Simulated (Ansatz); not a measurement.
AlCo, space group Pm-3m: cell relaxations under several functionals, run with Ansatz 0.2.0, Python API.

The script, `lattice_alco.py`:
```python
"""How the lattice of AlCo depends on the functional."""

import ansatz
import numpy as np

def edges_and_angles(cell):
    cell = np.asarray(cell)
    a, b, c = np.linalg.norm(cell, axis=1)
    cosines = cell[1] @ cell[2] / (b * c), cell[0] @ cell[2] / (a * c), cell[0] @ cell[1] / (a * b)
    return (a, b, c, *np.degrees(np.arccos(cosines)))

system = (
    ansatz.Lattice.of((2.819403, 0.0, 0.0), (0.0, 2.819403, 0.0), (0.0, 0.0, 2.819403))
    .atom("Al", (0.0, 0.0, 0.0))
    .atom("Co", (0.5, 0.5, 0.5))
    .moments(Co=3.2)
)

model = system.calculation()
model = model.basis(450)
model = model.kpoints(10).occupations(ansatz.OccupationsMethod.FERMI_DIRAC)
model = model.spin("collinear")
model = model.relax(cell=True, max_steps=100)

levels = [("rpbe", "none"), ("r2scan", "d4"), ("pbe", "none"), ("pbe", "d3bj")]
print("level            a       b       c    alpha   beta  gamma  V/atom  steps")
for name, dispersion in levels:
    seen = []
    run = model.functional(name, dispersion=dispersion).session().plan()
    result = run.execute(on_event=lambda e: seen.append(e) if e["event"] == "relax_step" else None)
    cell = result.lattice.cell_ang
    label = name if dispersion == "none" else f"{name}+{dispersion}"
    print("{:13s} {:7.4f} {:7.4f} {:7.4f} {:6.2f} {:6.2f} {:6.2f}".format(label, *edges_and_angles(cell)), f"{abs(np.linalg.det(cell)) / len(result.lattice.sites):7.3f} {len(seen):5d}")
```

Rank the levels of theory by the volume of the relaxed cell.

From smallest to largest: r2SCAN+D4 (11.17 Å³ an atom, -0.3 % against the start), PBE+D3BJ (11.21 Å³ an atom, +0.0 % against the start), PBE (11.61 Å³ an atom, +3.6 % against the start) and RPBE (11.88 Å³ an atom, +6.0 % against the start). The spread is 6.4 % in volume.

The run itself:

```console
$ python lattice_alco.py
level            a       b       c    alpha   beta  gamma  V/atom  steps
DeckWarning: where an SCF of this run starts from atoms to list the orders of its open shells, Co (site 1, from 0) starts with 3.00 μB on its 3d shell, in the place of the 3.20 μB that the deck gives it: its open shells can hold no more by Hund's first rule. [...]
RunWarning: the starting moments were not kept: the SCF closed with an absolute magnetisation of 4.8e-6 μB, where they sum to 3.2 μB in size (1 site). That is at most 0.1 of that sum. Measured as dr2_m measures the in/out step, that magnetisation stands [...]
rpbe           2.8746  2.8746  2.8746  90.00  90.00  90.00  11.877     5
DeckWarning: basis.ecutwfc = 450 eV is below the records' recommended 500 eV, and the density's cutoff is lower with it unless basis.ecutrho_ratio is high enough to keep the records' density cutoff: compare with a run at a higher cutoff
r2scan+d4      2.8161  2.8161  2.8161  90.00  90.00  90.00  11.167     4
pbe            2.8526  2.8526  2.8526  90.00  90.00  90.00  11.607     5
pbe+d3bj       2.8197  2.8197  2.8197  90.00  90.00  90.00  11.209     3
```
(Warnings from the package without file and line, shortened, repeats left out.)

The cutoff lies under the one recommended for these potentials in some of the runs. The SCF didn't keep the moments it started from (some shrank, vanished or turned); what is printed is the state reached. Forces vanish by symmetry, so the ions can't move, and the end may be a saddle. Dispersion corrections can be off by several per cent in the lattices of metals, and by several GPa in the pressure at a fixed cell. The mesh is modest for a metal, so energies can be off by several to tens of meV an atom and pressures by half a GPa or more; differences at equal mesh fare better. r2SCAN tends to overestimate the moments of itinerant magnets. This cell is a computed structure, which may not be the phase found in nature. Finished in 76 s on 1 thread of Arm Neoverse V1 (shared host), peak memory 0.45 GiB.
